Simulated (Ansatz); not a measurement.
# SrEuMgWO6: a relaxation

The task is a relaxation on SrEuMgWO6. The structure is shown as the input types it.

Computed with Ansatz 0.2.0 (DFT PBEsol+U, scalar-relativistic, plane waves, PAW; settings changed (as first typed), unless a step's input says otherwise).

**1. The system as given**

Symmetry: F-43m, No. 216, cubic system. The conventional cell has a = 7.890 Å, b = 7.890 Å, c = 7.890 Å, α = 90.00°, β = 90.00°, γ = 90.00°. Eu (site symmetry -43m) is surrounded by 12 O at 2.79 Å. Mg (site symmetry -43m) is surrounded by 6 O at 2.03 Å. Around O (site symmetry 2mm) lie 1 W at 1.91 Å and 1 Mg at 2.03 Å and 2 Eu at 2.79 Å and 2 Sr at 2.79 Å. Around Sr (site symmetry -43m) lie 12 O at 2.79 Å. W (site symmetry -43m) has 6 O at 1.91 Å in its first shell of neighbours.

Structure file:

```cif
data_structure
_symmetry_space_group_name_H-M 'P 1'
_symmetry_Int_Tables_number 1
_cell_length_a 5.5794
_cell_length_b 5.5794
_cell_length_c 5.5794
_cell_angle_alpha 60.000
_cell_angle_beta 60.000
_cell_angle_gamma 60.000
_cell_volume 122.81
loop_
_atom_site_label
_atom_site_type_symbol
_atom_site_fract_x
_atom_site_fract_y
_atom_site_fract_z
_atom_site_occupancy
Eu1 Eu 0.25000 0.25000 0.25000 1
Mg1 Mg 0.00000 0.00000 0.00000 1
O1 O 0.74252 0.25748 0.25748 1
O2 O 0.25748 0.74252 0.74252 1
O3 O 0.25748 0.74252 0.25748 1
O4 O 0.74252 0.25748 0.74252 1
O5 O 0.25748 0.25748 0.74252 1
O6 O 0.74252 0.74252 0.25748 1
Sr1 Sr 0.75000 0.75000 0.75000 1
W1 W 0.50000 0.50000 0.50000 1
```

**2. Running it**

File input.yaml:

```yaml
crystal:
  lattice:
    - [0.0, 3.945214234, 3.945214234]
    - [3.945214234, 0.0, 3.945214234]
    - [3.945214234, 3.945214234, 0.0]
  atoms:
    - { symbol: Eu, position: [0.25, 0.25, 0.25], spin: 7.52 }
    - { symbol: Mg, position: [0.0, 0.0, 0.0] }
    - { symbol: O, position: [0.7425240228, 0.2574759772, 0.2574759772] }
    - { symbol: O, position: [0.2574759772, 0.7425240228, 0.7425240228] }
    - { symbol: O, position: [0.2574759772, 0.7425240228, 0.2574759772] }
    - { symbol: O, position: [0.7425240228, 0.2574759772, 0.7425240228] }
    - { symbol: O, position: [0.2574759772, 0.2574759772, 0.7425240228] }
    - { symbol: O, position: [0.7425240228, 0.7425240228, 0.2574759772] }
    - { symbol: Sr, position: [0.75, 0.75, 0.75] }
    - { symbol: W, position: [0.5, 0.5, 0.5] }
basis:
  ecutwfc: 420
kpoints:
  mp_grid: { grid: [0, 6, 6] }
hamiltonian:
  xc: pbesol
  hubbard: { sites: [{ species: Eu, l: f, u_eff: 6.0 }] }
scf:
  occupations: { method: gaussian, width: 0.02 }
  lower_state_search: "off"
  max_iter: 50
output:
  forces: true
  eigenvalues: true
  stress: true
magnetization:
  spin_polarized: true
relax:
  adjacent_minimum: "off"
  f_tol: 0.005
  max_steps: 80
  cell: { stress_tol: 0.05 }
```

Run with:

```sh
ansatz run input.yaml --threads 8 --pin off --max-ram 14336MiB --backend cpu --events-out ev --progress --plain --runs-dir out
```

**Question.** How will this run end, and is anything wrong with its input?

The run ended at the input check. The line that matters: «invalid value for `kpoints.mp_grid.grid`: each dimension must be in 1..=255»

The suspect setting: kpoints.mp_grid.grid is [0, 6, 6]. The mesh can't be built from what was typed.

What to do: set kpoints.mp_grid.grid to [6, 6, 6].
